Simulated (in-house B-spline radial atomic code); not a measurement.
# F²⁺: excited configurations

Aim: the energies of several excited configurations of F²⁺ above a reference configuration, each from its own self-consistent run.

The numbers are computed with in-house B-spline radial atomic code version 1 (Dirac-Hartree-Fock, average of configuration, Fermi nucleus, basis-set limit), except any that are marked as measured or tabulated.

### 1 The system

```
element       : fluorine (Z = 9)
charge        : +2
electrons     : 7
configuration : [He] 2s2 2p3
Hamiltonian   : Dirac-Coulomb
nucleus       : Fermi, rms radius 2.898 fm
```

Outer shells as boxes (Hund's rule):

[He] 2s2 2p3
```
[He] core
2s [↑↓]
2p [↑ ][↑ ][↑ ]
```

The boxes draw the filling by Hund's rule, which heavy ions in jj coupling don't follow; these runs average over all states of the configuration.

The run's settings:

```ini
Z = 9
electrons = 7.0
configuration = [He] 2s2 2p3
hamiltonian = dirac
method = hf
spin_polarised = False
nucleus = fermi
rms_radius = 2.8976
mass_number = 19
atomic_mass = 18.99840316207
speed_of_light = 137.035999084
```

From the earlier run of the reference: total energy -97.529635 hartree. Levels, eight at most:

| orbital | occupation | energy (eV) | <r> (bohr) |
| --- | --- | --- | --- |
| 1s1/2 | 2 | -765.83 | 0.1753 |
| 2s1/2 | 2 | -79.881 | 0.9180 |
| 2p1/2 | 1 | -60.965 | 0.8886 |
| 2p3/2 | 2 | -60.881 | 0.8897 |

### 2 Run with [He] 2s2 2p2 5s1

The run's settings:

```ini
Z = 9
electrons = 7.0
configuration = [He] 2s2 2p2 5s1
hamiltonian = dirac
method = hf
spin_polarised = False
nucleus = fermi
rms_radius = 2.8976
mass_number = 19
atomic_mass = 18.99840316207
speed_of_light = 137.035999084
```

### 3 Configuration [He] 2s1 2p3 4p1

Settings: those of step 2 with these lines changed.

```diff
@@ -2,3 +2,3 @@
 electrons = 7.0
-configuration = [He] 2s2 2p2 5s1
+configuration = [He] 2s1 2p3 4p1
 hamiltonian = dirac
```

### 4 [He] 2s1 2p3 5s1

Settings: those of step 3 with these lines changed.

```diff
@@ -2,3 +2,3 @@
 electrons = 7.0
-configuration = [He] 2s1 2p3 4p1
+configuration = [He] 2s1 2p3 5s1
 hamiltonian = dirac
```

### 5 Run with [He] 2s2 2p2 6p1

Settings: those of step 4 with these lines changed.

```diff
@@ -2,3 +2,3 @@
 electrons = 7.0
-configuration = [He] 2s1 2p3 5s1
+configuration = [He] 2s2 2p2 6p1
 hamiltonian = dirac
```

### 6 Configuration [He] 2s2 2p2 4s1

Settings: those of step 5 with these lines changed.

```diff
@@ -2,3 +2,3 @@
 electrons = 7.0
-configuration = [He] 2s2 2p2 6p1
+configuration = [He] 2s2 2p2 4s1
 hamiltonian = dirac
```

### 7 Run with [He] 2s2 2p2 4p1

Settings: those of step 6 with these lines changed.

```diff
@@ -2,3 +2,3 @@
 electrons = 7.0
-configuration = [He] 2s2 2p2 4s1
+configuration = [He] 2s2 2p2 4p1
 hamiltonian = dirac
```

### 8 [He] 2s1 2p3 3d1

Settings: those of step 7 with these lines changed.

```diff
@@ -2,3 +2,3 @@
 electrons = 7.0
-configuration = [He] 2s2 2p2 4p1
+configuration = [He] 2s1 2p3 3d1
 hamiltonian = dirac
```

### 9 Configuration [He] 2s1 2p3 5d1

Settings: those of step 8 with these lines changed.

```diff
@@ -2,3 +2,3 @@
 electrons = 7.0
-configuration = [He] 2s1 2p3 3d1
+configuration = [He] 2s1 2p3 5d1
 hamiltonian = dirac
```

Q: How far above the reference does each configuration lie (order and size, in eV)?

**Answer**, as computed:

| net move | configuration | energy above the reference (eV) | with Breit, QED, recoil (eV) | largest <r> (bohr) |
| --- | --- | --- | --- | --- |
| 2p → 4s | [He] 2s2 2p2 4s1 | 48.301 | 48.296 | 5.61 |
| 2p → 4p | [He] 2s2 2p2 4p1 | 49.765 | 49.758 | 6.15 |
| 2p → 5s | [He] 2s2 2p2 5s1 | 52.803 | 52.797 | 9.46 |
| 2p → 6p | [He] 2s2 2p2 6p1 | 55.384 | 55.377 | 15.4 |
| 2s → 3d | [He] 2s1 2p3 3d1 | 64.303 | 64.286 | 3.28 |
| 2s → 4p | [He] 2s1 2p3 4p1 | 68.908 | 68.892 | 6.17 |
| 2s → 5s | [He] 2s1 2p3 5s1 | 71.935 | 71.918 | 9.46 |
| 2s → 5d | [He] 2s1 2p3 5d1 | 73.380 | 73.363 | 11.1 |

Quantum defects of the promoted electron, δ = n − ζ/√(−2ε) with ζ = 3 and ε its orbital energy in hartree:

| promotion | δ |
| --- | --- |
| 2p → 4s | 0.663 |
| 2p → 4p | 0.420 |
| 2p → 5s | 0.657 |
| 2p → 6p | 0.409 |
| 2s → 3d | 0.055 |
| 2s → 4p | 0.413 |
| 2s → 5s | 0.712 |
| 2s → 5d | 0.070 |

The energies run from 48.301 eV (2p → 4s) to 73.380 eV (2s → 5d). 4 of them lie more than 2 % above the ionisation threshold that Koopmans' theorem gives (60.881 eV), where such states can decay by emitting an electron. Of those tabulated, the defect is largest for 5s (0.71) and least for 3d (0.06): low angular momentum penetrates the core, high angular momentum stays outside it. Two partly filled shells share a symmetry and can mix in the average, which may lower the energy, for: 2p → 4p; 2p → 6p; 2s → 4p; 2s → 5s. These are averages over configurations, without correlation, not spectroscopic levels.
